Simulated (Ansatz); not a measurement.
# C2H5BrO: the cost of one run

Computed with Ansatz 0.2.0 (the levels named in each step, unless a step's input says otherwise).

**1. The structure to begin with**

Bond lengths: O1–C2 1.402 Å, C2–C3 1.526 Å, C3–Br4 1.943 Å, O1–H5 0.964 Å, C2–H6 1.099 Å, C2–H7 1.093 Å, C3–H8 1.089 Å, C3–H9 1.091 Å. Angles: O1–C2–C3 111.3°, O1–C2–H6 111.5°, O1–C2–H7 105.8°, C3–C2–H6 109.7°, C3–C2–H7 110.1°, H6–C2–H7 108.3°, C2–O1–H5 109.7°, C2–C3–Br4 110.3°, C2–C3–H8 111.1°, C2–C3–H9 111.4°, Br4–C3–H8 107.3°, Br4–C3–H9 106.8°, H8–C3–H9 109.8°.

As a file:

```xyz
9

O    -2.9520   -0.7489    0.2328
C    -1.7819    0.0220    0.2788
C    -0.5667   -0.7879   -0.1653
Br    1.0422    0.2964   -0.0583
H    -3.1570   -0.9739   -0.6818
H    -1.8714    0.9265   -0.3397
H    -1.6672    0.3287    1.3218
H    -0.4167   -1.6546    0.4774
H    -0.6606   -1.1098   -1.2037
```

**2. A rough first relaxation, PBE-D4/def2-SVP**

Contents of input.yaml:

```yaml
crystal:
  periodic: [false, false, false]
  atoms:
    - { symbol: O, position_ang: [-2.95197, -0.74887, 0.23284] }
    - { symbol: C, position_ang: [-1.78188, 0.02204, 0.2788] }
    - { symbol: C, position_ang: [-0.56673, -0.7879, -0.16527] }
    - { symbol: Br, position_ang: [1.04216, 0.29639, -0.05831] }
    - { symbol: H, position_ang: [-3.15697, -0.97388, -0.68185] }
    - { symbol: H, position_ang: [-1.8714, 0.92648, -0.33965] }
    - { symbol: H, position_ang: [-1.66724, 0.32869, 1.32177] }
    - { symbol: H, position_ang: [-0.41669, -1.65461, 0.47736] }
    - { symbol: H, position_ang: [-0.66064, -1.10975, -1.20366] }
basis:
  gaussian: { orbitals: def2-SVP }
hamiltonian:
  xc: pbe
  dispersion: d4
relax:
  f_tol: 0.03
  max_steps: 200
```

The run is started by

```sh
ansatz run input.yaml --threads 4 --pin off --max-ram 10240MiB --backend cpu --events-out ev --progress --plain --runs-dir out
```

**Question.** How long does this run take on 4 threads of Intel Xeon at 2.50GHz (Skylake/Cascade Lake), shared host, and how much memory does it need?

About 16 s, with a peak of 0.16 GiB.
